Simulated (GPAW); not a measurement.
SnSe2, 3 atoms in the cell. It takes space group P-3m1 (No. 164, trigonal). Conventional cell: a = 3.811 Å, b = 3.811 Å, c = 6.136 Å, α = 90.00°, β = 90.00°, γ = 120.00°. Around Sn (site symmetry -3m) lie 6 Se at 2.68 Å. Se (site symmetry 3m) has 3 Sn at 2.68 Å as nearest neighbours. 

- Program: GPAW 26.7.0
- Task: single point
- Functional: PBE
- Potentials or basis: GPAW PAW data sets (gpaw-data 1.2.1)
- Cutoff: 600 eV
- Basis: pw
- k mesh: 8 × 8 × 5
- Occupations: fermi-dirac, width 0.05 eV
- Spin: no spin polarisation
- Maxiter: 150

Potentials or basis: GPAW PAW data sets (gpaw-data 1.2.1), pw.

The run is started by

```sh
$ OMP_NUM_THREADS=1 python run.py
```

Hardware: 1 thread of Arm Neoverse V1 (shared host).

Question: Estimate the wall time of this run.

Answer: It took 48 s on 1 thread of Arm Neoverse V1, on a shared host, peak memory 0.21 GiB. Counts: scf iterations 10, plane waves 2605, bands 24, k points 40.
